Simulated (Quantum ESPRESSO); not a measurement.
# Sr2TiC2 (I4/mmm) in Quantum ESPRESSO: reference runs

Reference runs on Sr2TiC2: the cell as given.

Program: Quantum ESPRESSO 7.5. These are calculated values, not measurements. Logs are shortened: lines on timing, memory, paths and dates and some standing lists are left out, and cuts for length are marked.

## Step 1: The structure

It takes space group I4/mmm (No. 139, tetragonal). Conventional cell: a = 4.397 Å, b = 4.397 Å, c = 10.154 Å, α = 90.00°, β = 90.00°, γ = 90.00°. Around Sr (site symmetry 4mm) lie 1 Sr at 2.46 Å and 4 C at 2.56 Å. Ti (site symmetry 4/mmm) is surrounded by 8 Sr at 3.34 Å and 8 C at 3.36 Å. C (site symmetry -4m2) is surrounded by 4 Sr at 2.56 Å.

The cell was built by a generator and needn't be a form met in nature.

## Step 2: Single point, PBE

File pw.in:

```
&CONTROL
  calculation = 'scf'
  prefix = 'pwscf'
  outdir = './tmp'
  pseudo_dir = './pseudo'
  tprnfor = .true.
  tstress = .true.
  disk_io = 'low'
/
&SYSTEM
  ibrav = 0
  nat = 5
  ntyp = 3
  ecutwfc = 55
  ecutrho = 440
  nbnd = 28
  occupations = 'smearing'
  smearing = 'fd'
  degauss = 0.00367493
/
&ELECTRONS
  conv_thr = 1d-09
  electron_maxstep = 120
  mixing_beta = 0.5
/
ATOMIC_SPECIES
Sr    87.6200 Sr_pbe_v1.uspp.F.UPF
Ti    47.8670 ti_pbe_v1.4.uspp.F.UPF
C     12.0110 C.pbe-n-kjpaw_psl.1.0.0.UPF
CELL_PARAMETERS angstrom
  -2.1984371600    2.1984371600    5.0767521400
   2.1984371600   -2.1984371600    5.0767521400
   2.1984371600    2.1984371600   -5.0767521400
ATOMIC_POSITIONS crystal
Sr     0.3790000100    0.3790000100    0.0000000000
Sr     0.6209999900    0.6209999900    0.0000000000
Ti     0.0000000000    0.0000000000    0.0000000000
C      0.7500000000    0.2500000000    0.5000000000
C      0.2500000000    0.7500000000    0.5000000000
K_POINTS automatic
9 9 9 0 0 0
```

File pp_density.in:

```
&INPUTPP
  prefix = 'pwscf'
  outdir = './tmp'
  filplot = 'density.dat'
  plot_num = 0
/
&PLOT
  nfile = 1
  filepp(1) = 'density.dat'
  iflag = 3
  output_format = 6
  fileout = 'density.cube'
/
```

File pp_potential.in:

```
&INPUTPP
  prefix = 'pwscf'
  outdir = './tmp'
  filplot = 'potential.dat'
  plot_num = 11
/
&PLOT
  nfile = 1
  filepp(1) = 'potential.dat'
  iflag = 3
  output_format = 6
  fileout = 'potential.cube'
/
```

Potentials or basis: SSSP 1.3 efficiency PBE.

Launch:

```console
OMP_NUM_THREADS=1 pw.x -in pw.in > pw.out
OMP_NUM_THREADS=1 pp.x -in pp_density.in > pp_density.out
OMP_NUM_THREADS=1 pp.x -in pp_potential.in > pp_potential.out
```

pw.out:

```text
This program is part of the open-source Quantum ESPRESSO suite
     for quantum simulation of materials; please cite
         "P. Giannozzi et al., J. Phys.:Condens. Matter 21 395502 (2009);
         "P. Giannozzi et al., J. Phys.:Condens. Matter 29 465901 (2017);
         "P. Giannozzi et al., J. Chem. Phys. 152 154105 (2020);
     in publications or presentations arising from this work. More details at

     file C.pbe-n-kjpaw_psl.1.0.0.UPF: wavefunction(s)  2S 2P renormalized
     Message from routine setup:
     using ibrav=0 with symmetry is DISCOURAGED, use correct ibrav instead

     G-vector sticks info
     --------------------
     sticks:   dense  smooth     PW     G-vecs:    dense   smooth      PW
     Sum        3943    1971    591               103241    36517    5961

     Using Slab Decomposition

     bravais-lattice index     =            0
     lattice parameter (alat)  =      11.2498  a.u.
     unit-cell volume          =     662.3243 (a.u.)^3
     number of atoms/cell      =            5
     number of atomic types    =            3
     number of electrons       =        40.00
     number of Kohn-Sham states=           28
     kinetic-energy cutoff     =      55.0000  Ry
     charge density cutoff     =     440.0000  Ry
     scf convergence threshold =      1.0E-09
     mixing beta               =       0.5000
     number of iterations used =            8  plain     mixing
     Exchange-correlation= SLA  PW   PBX  PBC
                           (   1   4   3   4   0   0   0)

     celldm(1)=  11.249771  celldm(2)=   0.000000  celldm(3)=   0.000000
     celldm(4)=   0.000000  celldm(5)=   0.000000  celldm(6)=   0.000000

     crystal axes: (cart. coord. in units of alat)
               a(1) = (  -0.369291   0.369291   0.852788 )
               a(2) = (   0.369291  -0.369291   0.852788 )
               a(3) = (   0.369291   0.369291  -0.852788 )

     reciprocal axes: (cart. coord. in units 2 pi/alat)
               b(1) = (  0.000000  1.353944  0.586312 )
               b(2) = (  1.353944  0.000000  0.586312 )
               b(3) = (  1.353944  1.353944  0.000000 )

     PseudoPot. # 1 for Sr read from file:
     Sr_pbe_v1.uspp.F.UPF
     Pseudo is Ultrasoft + core correction, Zval = 10.0
     Generated by new atomic code, or converted to UPF format
     Using radial grid of  883 points,  6 beta functions with:
                l(1) =   0
                l(2) =   0
                l(3) =   1
                l(4) =   1
                l(5) =   2
                l(6) =   2
     Q(r) pseudized with  6 coefficients,  rinner =    1.400   1.400   1.400
                                                       1.400   1.400

     PseudoPot. # 2 for Ti read from file:
     ti_pbe_v1.4.uspp.F.UPF
     Pseudo is Ultrasoft + core correction, Zval = 12.0
     Generated by new atomic code, or converted to UPF format
     Using radial grid of  851 points,  6 beta functions with:
                l(1) =   0
                l(2) =   0
                l(3) =   1
                l(4) =   1
                l(5) =   2
                l(6) =   2
     Q(r) pseudized with  6 coefficients,  rinner =    1.000   1.000   1.000
                                                       1.000   1.000

     PseudoPot. # 3 for C  read from file:
     C.pbe-n-kjpaw_psl.1.0.0.UPF
     Pseudo is Projector augmented-wave + core cor, Zval =  4.0
     Generated using "atomic" code by A. Dal Corso  v.5.1
     Shape of augmentation charge: PSQ
     Using radial grid of 1073 points,  4 beta functions with:
                l(1) =   0
                l(2) =   0
                l(3) =   1
                l(4) =   1
     Q(r) pseudized with 0 coefficients

     atomic species   valence    mass     pseudopotential
     Sr               10.00    87.62000     Sr( 1.00)
     Ti               12.00    47.86700     Ti( 1.00)
     C                 4.00    12.01100     C ( 1.00)

     16 Sym. Ops., with inversion, found

   Cartesian axes

     site n.     atom                  positions (alat units)
         1        Sr     tau(   1) = (   0.0000000   0.0000000   0.6464134  )
         2        Sr     tau(   2) = (   0.0000000   0.0000000   1.0591629  )
         3        Ti     tau(   3) = (   0.0000000   0.0000000   0.0000000  )
         4        C      tau(   4) = (  -0.0000000   0.3692915   0.4263941  )
         5        C      tau(   5) = (   0.3692915   0.0000000   0.4263941  )

     number of k points=    75  Fermi-Dirac smearing, width (Ry)=  0.0037
                       cart. coord. in units 2pi/alat
        k(    1) = (   0.0000000   0.0000000   0.0000000), wk =   0.0027435
        k(    2) = (   0.1504382   0.1504382   0.0000000), wk =   0.0109739
        k(    3) = (   0.3008765   0.3008765   0.0000000), wk =   0.0109739
        k(    4) = (   0.4513147   0.4513147   0.0000000), wk =   0.0109739
        k(    5) = (   0.6017530   0.6017530   0.0000000), wk =   0.0109739
        k(    6) = (   0.1504382   0.0000000   0.0651458), wk =   0.0219479
[... 67 lines left out ...]
        k(   74) = (   0.0000000   0.0000000   0.5211663), wk =   0.0054870
        k(   75) = (  -0.0000000   1.2035059   0.0000000), wk =   0.0109739

     Dense  grid:   103241 G-vectors     FFT dimensions: (  75,  75,  75)

     Smooth grid:    36517 G-vectors     FFT dimensions: (  54,  54,  54)

     Check: negative core charge=   -0.000002

     Initial potential from superposition of free atoms

     starting charge      38.9326, renormalised to      40.0000

     negative rho (up, down):  1.305E-01 0.000E+00
     Starting wfcs are   44 randomized atomic wfcs

     Self-consistent Calculation

     iteration #  1     ecut=    55.00 Ry     beta= 0.50
     Davidson diagonalization with overlap
     ethr =  1.00E-02,  avg # of iterations =  3.1

     negative rho (up, down):  1.273E-01 0.000E+00
[... 112 lines left out ...]
     iteration # 14     ecut=    55.00 Ry     beta= 0.50
     Davidson diagonalization with overlap
     ethr =  1.40E-11,  avg # of iterations =  3.9

     negative rho (up, down):  1.296E-01 0.000E+00

     End of self-consistent calculation

          k = 0.0000 0.0000 0.0000 (  4559 PWs)   bands (ev):

   -48.5653 -25.5640 -24.8847 -24.7805 -24.7805 -24.6439  -9.3674  -7.4434
    -7.4434  -6.8863  -6.8863  -5.6426  -0.2594   1.0576   6.8545   6.9114
     7.5466   7.5466   7.6156   8.9542   9.5305   9.5305   9.9364   9.9364
     9.9493  10.2725  13.1989  13.1989
[... 185 lines left out ...]
   -48.5651 -25.5435 -24.8771 -24.7838 -24.7832 -24.6560  -9.2158  -7.7893
    -7.5978  -7.1028  -6.8627  -5.7669   0.9309   1.0876   6.1956   6.8094
     8.2489   8.3129   8.9127   9.2716   9.6422   9.7404   9.9332   9.9656
    10.2672  10.6198  10.6285  10.8186

          k =-0.0000-0.0000 0.1303 (  4539 PWs)   bands (ev):

   -48.5653 -25.5615 -24.8853 -24.7805 -24.7805 -24.6466  -9.3435  -7.4592
    -7.4592  -6.8677  -6.8677  -5.6924  -0.2060   1.0477   6.4362   6.9484
     7.5084   7.5084   8.1019   8.9617   9.5591   9.5591   9.9368   9.9368
    10.0514  10.1674  13.1533  13.1533
[... 38 lines left out ...]
   -48.5651 -25.5462 -24.8772 -24.7831 -24.7808 -24.6575  -9.2168  -7.7187
    -7.6597  -6.9840  -6.9196  -5.7799   0.9097   0.9830   6.5443   6.7824
     7.8948   8.0771   8.9366   8.9657   9.4068   9.7706   9.8543   9.9354
    10.4006  10.6522  10.9764  11.2677

          k =-0.0000-0.3009 0.2606 (  4557 PWs)   bands (ev):

   -48.5652 -25.5561 -24.8831 -24.7803 -24.7775 -24.6560  -9.2665  -7.5937
    -7.4942  -6.9034  -6.8186  -5.8017   0.1508   1.0076   6.2189   7.2278
     7.4950   7.6692   8.6237   8.9768   9.1673   9.2357   9.7101   9.9533
    10.1623  11.0652  11.9742  12.8821
[... 136 lines left out ...]
   -48.5653 -25.5549 -24.8871 -24.7805 -24.7805 -24.6533  -9.2810  -7.4954
    -7.4954  -6.8244  -6.8244  -5.8182  -0.0714   1.0231   5.8360   7.2195
     7.4229   7.4229   8.6375   8.9807   9.4947   9.4947   9.8612  10.0906
    10.0906  10.4425  13.0019  13.0023

          k =-0.0000-0.1504 0.3257 (  4556 PWs)   bands (ev):

   -48.5653 -25.5516 -24.8870 -24.7805 -24.7797 -24.6577  -9.2410  -7.5416
    -7.5131  -6.8266  -6.8008  -5.8809   0.0638   1.0090   5.6943   7.2622
     7.3940   7.5766   8.8275   9.0129   9.3281   9.3354   9.7479  10.0231
    10.1586  11.0395  12.4917  12.8316
[... 45 lines left out ...]
   -48.5652 -25.5468 -24.8829 -24.7819 -24.7764 -24.6643  -9.1782  -7.6644
    -7.5685  -6.9500  -6.7894  -5.9051   0.5294   0.9782   6.0835   6.7918
     7.7946   8.1377   8.3053   9.0858   9.2397   9.3732   9.7303   9.9985
    10.4873  10.8118  11.6301  12.8815

          k =-0.0000 0.6018 0.0000 (  4568 PWs)   bands (ev):

   -48.5652 -25.5588 -24.8774 -24.7800 -24.7734 -24.6586  -9.2596  -7.6945
    -7.4871  -7.0372  -6.8175  -5.7525   0.4953   0.8870   7.0277   7.6429
     7.9392   8.0779   8.0911   8.3803   8.4170   9.2149   9.9357  10.0112
    10.3431  10.5580  11.8018  12.5336
[... 10 lines left out ...]
   -48.5652 -25.5475 -24.8802 -24.7821 -24.7767 -24.6628  -9.1894  -7.7168
    -7.5575  -7.0262  -6.7982  -5.8563   0.7034   0.9416   6.5349   6.7319
     7.8881   8.0834   8.1169   8.9618   9.3578   9.5734   9.6645  10.2175
    10.3647  10.6179  11.2782  12.6938

          k =-0.0000-0.0000 0.3909 (  4566 PWs)   bands (ev):

   -48.5653 -25.5472 -24.8894 -24.7805 -24.7805 -24.6608  -9.2058  -7.5316
    -7.5316  -6.7801  -6.7801  -5.9614   0.0815   0.9958   5.3859   7.3402
     7.3402   7.6367   8.8673   9.0028   9.3443   9.3443   9.3938  10.3846
    10.3846  11.1777  12.7656  12.7656
[... 38 lines left out ...]
   -48.5653 -25.5421 -24.8912 -24.7805 -24.7805 -24.6656  -9.1540  -7.5531
    -7.5531  -6.7533  -6.7533  -6.0556   0.1817   0.9784   5.1458   7.2927
     7.2927   8.1296   8.8632   8.9158   9.0174   9.2414   9.2414  10.6220
    10.6220  11.9663  12.5625  12.5625

          k =-0.0000 1.2035 0.0000 (  4558 PWs)   bands (ev):

   -48.5653 -25.5426 -24.8900 -24.7805 -24.7797 -24.6662  -9.1510  -7.5780
    -7.5522  -6.7873  -6.7523  -6.0396   0.2423   0.9749   5.2413   7.2321
     7.3014   8.2131   8.7977   9.0469   9.0748   9.1259   9.3587  10.4742
    10.5808  11.6655  12.4109  12.6376

     the Fermi energy is     9.0321 ev

!    total energy              =    -295.68092376 Ry
     estimated scf accuracy    <          4.8E-10 Ry
     smearing contrib. (-TS)   =      -0.00464239 Ry
     internal energy E=F+TS    =    -295.67628137 Ry

     The total energy is F=E-TS. E is the sum of the following terms:
     one-electron contribution =     -74.98701195 Ry
     hartree contribution      =      51.53110196 Ry
     xc contribution           =     -63.39936672 Ry
     ewald contribution        =    -196.44669546 Ry
     one-center paw contrib.   =     -12.37430920 Ry

     convergence has been achieved in  14 iterations

     negative rho (up, down):  1.296E-01 0.000E+00

     Forces acting on atoms (cartesian axes, Ry/au):

     atom    1 type  1   force =    -0.00000000   -0.00000000   -0.20661740
     atom    2 type  1   force =    -0.00000000   -0.00000000    0.20661740
     atom    3 type  2   force =    -0.00000000   -0.00000000    0.00000000
     atom    4 type  3   force =     0.00000000    0.00000000    0.00000000
     atom    5 type  3   force =     0.00000000    0.00000000    0.00000000

     Total force =     0.292201     Total SCF correction =     0.000042

     Computing stress (Cartesian axis) and pressure

     negative rho (up, down):  1.296E-01 0.000E+00
          total   stress  (Ry/bohr**3)                   (kbar)     P=       34.46
   0.00006787   0.00000000   0.00000000            9.98        0.00        0.00
   0.00000000   0.00006787   0.00000000            0.00        9.98        0.00
   0.00000000   0.00000000   0.00056695            0.00        0.00       83.40

=------------------------------------------------------------------------------=
   JOB DONE.
=------------------------------------------------------------------------------=
```

Wall time 4 min (1 thread of AMD EPYC 7R43 (Zen 3), shared host); peak memory 0.55 GiB.

Results:

- Free energy: -4022.9439 eV
- Pressure: 3.4 GPa
- Largest force: 5.312 eV/Å
- Band gap on the k mesh: none (metal or under the smearing width)

Forces in eV/Å, atoms in the order of the input:
```
Sr   0.000  0.000 -5.312
Sr   0.000  0.000  5.312
Ti   0.000  0.000  0.000
C    0.000  0.000  0.000
C    0.000  0.000  0.000
```

Levels at points of the mesh, in eV from the Fermi level:
```
           k point  band 16  band 17  band 18  band 19  band 20  band 21  band 22  band 23  band 24  band 25
(0.00, 0.00, 0.00)    -2.12    -1.49    -1.49    -1.42    -0.08     0.50     0.50     0.90     0.90     0.92
```

Caveat: forces of over 1 eV/Å show positions far from the minimum, so gaps and moduli don't describe the material at rest.
